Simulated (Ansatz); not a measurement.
ZnRe:

```
Re Zn
1.0
     2.74822    0.00000    0.00000
    -1.37411    2.38003    0.00000
     0.00000    0.00000    4.49407
Re Zn
1 1
Direct
  0.33333 0.66667 0.50000
  0.00000 0.00000 0.00000
```

The cell comes from a database or a generator and needn't be the stable form of this composition.

Base run:

| Property | Result |
| --- | --- |
| Program | Ansatz 0.2.0 |
| Functional | PBE |
| Potentials or basis | all-electron LAPW, scalar-relativistic |
| Cutoff | 279 eV (chosen from the basis error) |
| Basis error allowed | 0.001 eV/atom |
| k mesh | 11 × 11 × 6 |
| Occupations | gaussian, width 0.05 eV |
| Spin | no spin polarisation |

Its results: band gap on the k mesh none (metal or under the smearing width); pressure -1.5 GPa.

Task: The run is repeated on the same cell with these changes: functional from PBE to LDA. What comes out?

Result: Band gap on the k mesh none (metal or under the smearing width); pressure -14.1 GPa.

LDA binds more tightly than PBE, so the same cell stands under less pressure.
